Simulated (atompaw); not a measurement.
**A PAW (atompaw) potential for gold, from input to tests**

Do these settings give a usable potential? It is generated, then checked for scattering, ghosts and hardness.

Program: atompaw 4.2.0.5. Reference atom: PBEsol, scalar-relativistic, spherical and spin-unpolarised. All values are calculated.

## 1. Settings

The settings as typed:

* element: gold (Au, Z = 79)
* type: PAW
* frozen core: [Kr] 4d10 4f14
* valence charge: 19
* reference configuration: 5s2 5p6 5d10 6s0.75 6p0.25
* partial waves: 5s (bound): rc 1.10 bohr; 6s (bound): rc 2.65 bohr; 5p (bound): rc 1.30 bohr; 6p (bound): rc 1.60 bohr; 5d (bound): rc 2.65 bohr; 5d channel at -0.2 Ry: rc 2.65 bohr
* local potential: ultrasoft scheme with l = 3 at -0.5 Ry, radius 2.30 bohr
* core correction: smooth core density matched at 2.65 bohr
* augmentation charge: besselshape compensation charge, radius 2.05 bohr; PAW radius 2.65 bohr; waves and projectors: custom rrkj gramschmidtortho

The nodes and maxima of the atom's own shells, from an earlier all-electron run, set the scale for the radii.

All-electron outer shells of the reference configuration (PBEsol, scalar-relativistic, ld1.x):

```json
{"shell": "4d", "level (eV)": "-326.35", "outermost node (bohr)": "0.20", "outermost maximum (bohr)": "0.41"}
{"shell": "5s", "level (eV)": "-109.05", "outermost node (bohr)": "0.48", "outermost maximum (bohr)": "0.84"}
{"shell": "4f", "level (eV)": "-81.80", "outermost node (bohr)": "–", "outermost maximum (bohr)": "0.37"}
{"shell": "5p", "level (eV)": "-60.43", "outermost node (bohr)": "0.52", "outermost maximum (bohr)": "0.96"}
{"shell": "5d", "level (eV)": "-7.50", "outermost node (bohr)": "0.56", "outermost maximum (bohr)": "1.21"}
{"shell": "6s", "level (eV)": "-6.26", "outermost node (bohr)": "1.11", "outermost maximum (bohr)": "2.29"}
{"shell": "6p", "level (eV)": "-1.04", "outermost node (bohr)": "1.32", "outermost maximum (bohr)": "3.51"}
```

## 2. Generation

Au.input reads:

```
Au 79
GGA-PBESOL scalarrelativistic loggrid 2001 logderivrange -10 5 376
6 6 5 4 0 0
6 0 0.75
6 1 0.25
0 0 0
c
c
c
c
v
v
c
c
c
v
v
c
c
v
c
2
2.65 2.05 2.30 2.65
n
n
y
-0.2
n
custom rrkj gramschmidtortho besselshape
3 -0.5 ultrasoft
1.10
2.65
1.30
1.60
2.65
2.65
PWSCFOUT
UPFDX 0.0125d0 UPFXMIN -7.d0 UPFZMESH 79.d0
END
```

The run is started by

```sh
$ atompaw < Au.input > Au.log
```

What does the calculation give? Wanted: cutoffs for 10 and 1 mRy, occupied levels; bound ghosts; largest phase difference near zero energy, channels read; lowest eigenvalue of the overlap; share of valence orbitals outside the PAW sphere; UPF file.

As calculated:

```
                                                quantity                                     value
               cutoffs for 10 and 1 mRy, occupied levels                          50 Ry and 110 Ry
                                            bound ghosts                                none found
largest phase difference near zero energy, channels read                                 0.003 rad
         lowest eigenvalue of the overlap (Bessel basis)                                 0.098 (p)
        share of valence orbitals outside the PAW sphere  5s 0 %, 6s 50 %, 5p 0 %, 6p 88 %, 5d 9 %
                                                UPF file                                   written
```

It counts as of middling hardness, with 50 Ry needed at the looser tolerance. The Bessel-basis test finds no level below the valence levels. Near zero energy the phases of the channels with partial waves that could be evaluated agree within 0.003 rad. Note that the frozen 4f shell (-82 eV) lies higher than the valence 5s shell (-109 eV). These are tests on the free atom; a crystal test is still owed.
